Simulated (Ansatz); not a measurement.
# Cd15Se16 (Cadmoselite): the cost of one run

Computed with Ansatz 0.2.0 (DFT, PBE, plane-wave PAW, default files, scalar-relativistic, as far as a step names no other, unless a step's input says otherwise).

The COD entry's cell or inner coordinates are ideal or old and differ from later refinements, so a difference from it is no clean test against experiment.

### 1 The starting structure

It takes space group P3m1 (No. 156, trigonal). The conventional cell has a = 8.600 Å, b = 8.600 Å, c = 14.040 Å, α = 90.00°, β = 90.00°, γ = 120.00°. Cd (site symmetry 3m) has 4 Se at 2.61 to 2.70 Å as nearest neighbours. Cd (site symmetry m) is surrounded by 4 Se at 2.61 to 2.70 Å. Around Se (site symmetry 3m) lie 3 Cd at 2.61 Å. Only part of the 15 independent sites is listed.

Structure file:

```
CELL_PARAMETERS angstrom
8.60000 0.00000 0.00000
-4.30000 7.44782 0.00000
0.00000 0.00000 14.04000
ATOMIC_POSITIONS crystal
Cd 0.16667 0.33333 0.50000
Cd 0.16667 0.83333 0.00000
Cd 0.16667 0.83333 0.50000
Cd 0.66667 0.33333 0.00000
Cd 0.66667 0.33333 0.50000
Cd 0.66667 0.83333 0.00000
Cd 0.66667 0.83333 0.50000
Cd 0.33333 0.16667 0.25000
Cd 0.33333 0.16667 0.75000
Cd 0.33333 0.66667 0.25000
Cd 0.33333 0.66667 0.75000
Cd 0.83333 0.16667 0.25000
Cd 0.83333 0.16667 0.75000
Cd 0.83333 0.66667 0.25000
Cd 0.83333 0.66667 0.75000
Se 0.16667 0.33333 0.19250
Se 0.16667 0.33333 0.69250
Se 0.16667 0.83333 0.19250
Se 0.16667 0.83333 0.69250
Se 0.66667 0.33333 0.19250
Se 0.66667 0.33333 0.69250
Se 0.66667 0.83333 0.19250
Se 0.66667 0.83333 0.69250
Se 0.33333 0.16667 0.44250
Se 0.33333 0.16667 0.94250
Se 0.33333 0.66667 0.44250
Se 0.33333 0.66667 0.94250
Se 0.83333 0.16667 0.44250
Se 0.83333 0.16667 0.94250
Se 0.83333 0.66667 0.44250
Se 0.83333 0.66667 0.94250
```

The vacant site is at (0.167, 0.333, 0.000) in fractional coordinates of the input's cell.

### 2 Single point at the given positions

Input file input.yaml:

```yaml
crystal:
  lattice:
    - [8.6, 0.0, 0.0]
    - [-4.3, 7.4478184726, 0.0]
    - [0.0, 0.0, 14.04]
  atoms:
    - { symbol: Cd, position: [0.1666666666, 0.3333333334, 0.5] }
    - { symbol: Cd, position: [0.1666666666, 0.8333333334, 0.0] }
    - { symbol: Cd, position: [0.1666666666, 0.8333333334, 0.5] }
    - { symbol: Cd, position: [0.6666666666, 0.3333333334, 0.0] }
    - { symbol: Cd, position: [0.6666666666, 0.3333333334, 0.5] }
    - { symbol: Cd, position: [0.6666666666, 0.8333333334, 0.0] }
    - { symbol: Cd, position: [0.6666666666, 0.8333333334, 0.5] }
    - { symbol: Cd, position: [0.3333333334, 0.1666666666, 0.25] }
    - { symbol: Cd, position: [0.3333333334, 0.1666666666, 0.75] }
    - { symbol: Cd, position: [0.3333333334, 0.6666666666, 0.25] }
    - { symbol: Cd, position: [0.3333333334, 0.6666666666, 0.75] }
    - { symbol: Cd, position: [0.8333333334, 0.1666666666, 0.25] }
    - { symbol: Cd, position: [0.8333333334, 0.1666666666, 0.75] }
    - { symbol: Cd, position: [0.8333333334, 0.6666666666, 0.25] }
    - { symbol: Cd, position: [0.8333333334, 0.6666666666, 0.75] }
    - { symbol: Se, position: [0.1666666666, 0.3333333334, 0.1925], spin: 0.5 }
    - { symbol: Se, position: [0.1666666666, 0.3333333334, 0.6925] }
    - { symbol: Se, position: [0.1666666666, 0.8333333334, 0.1925] }
    - { symbol: Se, position: [0.1666666666, 0.8333333334, 0.6925] }
    - { symbol: Se, position: [0.6666666666, 0.3333333334, 0.1925] }
    - { symbol: Se, position: [0.6666666666, 0.3333333334, 0.6925] }
    - { symbol: Se, position: [0.6666666666, 0.8333333334, 0.1925] }
    - { symbol: Se, position: [0.6666666666, 0.8333333334, 0.6925] }
    - { symbol: Se, position: [0.3333333334, 0.1666666666, 0.4425] }
    - { symbol: Se, position: [0.3333333334, 0.1666666666, 0.9425], spin: 0.5 }
    - { symbol: Se, position: [0.3333333334, 0.6666666666, 0.4425] }
    - { symbol: Se, position: [0.3333333334, 0.6666666666, 0.9425], spin: 0.5 }
    - { symbol: Se, position: [0.8333333334, 0.1666666666, 0.4425] }
    - { symbol: Se, position: [0.8333333334, 0.1666666666, 0.9425], spin: 0.5 }
    - { symbol: Se, position: [0.8333333334, 0.6666666666, 0.4425] }
    - { symbol: Se, position: [0.8333333334, 0.6666666666, 0.9425] }
magnetization:
  spin_polarized: true
total_charge: -1
kpoints:
  mp_grid: { grid: [3, 3, 2] }
scf:
  occupations: { method: fermi_dirac, width: 0.01 }
hamiltonian:
  xc: pbe
  pseudopotentials: { kind: paw }
output:
  forces: true
  stress: true
  populations: true
  efg: { contact_densities: true }
```

Run with:

```
> ansatz run input.yaml --threads 4 --pin off --max-ram 10240MiB --backend cpu --events-out ev --progress --plain --runs-dir out
```

**Question.** How long does this run take on 4 threads of Arm Neoverse V1, shared host, and how much memory does it need?

About 5.8 min, with a peak of 6.3 GiB.
